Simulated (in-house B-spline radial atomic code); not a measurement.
# Yb⁶³⁺: RPA and G0W0 on different mean-field starts

Aim: see how far the highest quasi-particle level and the RPA correlation energy of Yb⁶³⁺ depend on the orbitals that they are built on.

Method: RPA, second order, AC-SOSEX and G0W0 (contour deformation) on a non-relativistic mean field, all electrons; no spin-orbit coupling, Breit or QED terms. Code: an in-house B-spline radial atomic code, version 1.

**1. The atom as given**

| Quantity | Value |
| --- | --- |
| element | ytterbium (Z = 70) |
| charge | +63 |
| electrons | 7 |
| configuration | [He] 2s2 2p3 |
| Hamiltonian | non-relativistic, point nucleus |
| starts | Hartree-Fock, PBE, r2SCAN, SCAN, PBEsol |

The outer shells:

Yb63+
```
[He] core
2s [↑↓]
2p [↑ ][↑ ][↑ ]
```

**2. Hartree-Fock start**

Settings of the run:

```ini
Z = 70
electrons = 7.0
configuration = [He] 2s2 2p3
hamiltonian = nr
method = hf
lmax = 9
spin_polarised = True
box_radius = 1.77
intervals = 46
```

On the command line:

```console
python run_gw.py task.json out
```

One command runs all members of the session, one after another, from task.json.

After this run come: PBE start; r2SCAN start; SCAN start; PBEsol start.

What does the calculation give? Wanted: highest level, mean field; highest level, G0W0; RPA correlation energy; RPA+SOSEX.

**Answer**, as computed:

| quantity | value |
| --- | --- |
| highest level, mean field (range over the runs) | -14641.1 to -14482.2 eV |
| highest level, G0W0 (range over the runs) | -14637.4 to -14634.5 eV |
| RPA correlation energy | -0.6280 to -0.5105 hartree |
| RPA+SOSEX | -0.2191 to -0.2177 hartree |
| tabulated theoretical ionisation energy (2p shell) | 14752 ± 19 eV (NIST Atomic Spectra Database, ionization energies) |
| G0W0 removal energy less that value | -118 to -115 eV |

**Reading.** Across the starts the mean-field level varies by 159 eV and the G0W0 level by 2.9 eV (1.8 % as much). Starts without exact exchange bind the level too weakly, through self-interaction, and G0W0 pulls it down by 130 to 152 eV. The RPA energy is largest in size on PBE and smallest on Hartree-Fock, 19 % apart; over the runs it loosely follows the gap of the start, as smaller excitation energies give more correlation. The tabulated theoretical ionisation energy is 14752 ± 19 eV. G0W0 is off by about -117 eV (-0.79 %) in every run shown, whatever the start. Relativity is left out, and for this shell its effect can be as large as the miss, so the comparison tests the Hamiltonian as much as the method. Read as a removal energy, the bare PBE level is off by -267 eV (-1.8 %) and the nearest bare level, Hartree-Fock's, by -111 eV. For so heavy an element the non-relativistic levels are a model, not the real atom's.
